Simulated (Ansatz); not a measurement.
**Pb (Lead): a relaxation**

Wanted: a converged relaxation for Pb (Lead), and a check of what comes out.

Computed with Ansatz 0.2.0 (DFT, PBE, all-electron LAPW, scalar-relativistic, unless a step's input says otherwise).

### Step 1. Starting point

Symmetry: Fm-3m, No. 225, cubic system. The conventional cell has a = 4.900 Å, b = 4.900 Å, c = 4.900 Å, α = 90.00°, β = 90.00°, γ = 90.00°. Pb (site symmetry m-3m) is surrounded by 12 Pb at 3.46 Å.

Structure file:

```xyz
1
Lattice="0.0000 2.4500 2.4500 2.4500 0.0000 2.4500 2.4500 2.4500 0.0000" Properties=species:S:1:pos:R:3 pbc="T T T"
Pb    0.0000    0.0000    0.0000
```

### Step 2. The run

Input file input.yaml:

```yaml
crystal:
  lattice:
    - [0.0, 2.4500180886, 2.4500180886]
    - [2.4500180886, 0.0, 2.4500180886]
    - [2.4500180886, 2.4500180886, 0.0]
  atoms:
    - { symbol: Pb, position: [0.0, 0.0, 0.0] }
kpoints:
  mp_grid: { grid: [11, 11, 11] }
scf:
  occupations: { method: methfessel_paxton, width: 1.0 }
  max_iter: 75
hamiltonian:
  xc: pbe
  pseudopotentials: { kind: all_electron, lapw: { basis_error: 0.001 } }
output:
  forces: true
  stress: true
relax:
  f_tol: 0.005
  max_steps: 80
  cell: {}
```

Launch:

```
$ ansatz run input.yaml --threads 1 --pin off --max-ram 2048MiB --backend cpu --events-out ev --progress --plain --runs-dir out
```

What happens when this is run?

The run converged and reported no error. Convergence says nothing about whether the input makes sense.

The suspect setting: scf.occupations.method is methfessel_paxton; scf.occupations.width is 1.0. The width is far wider than usual, so occupations near the Fermi level are blurred and the entropy term grows.

Run again and compare: set scf.occupations.method to fermi_dirac and scf.occupations.width to 0.05.
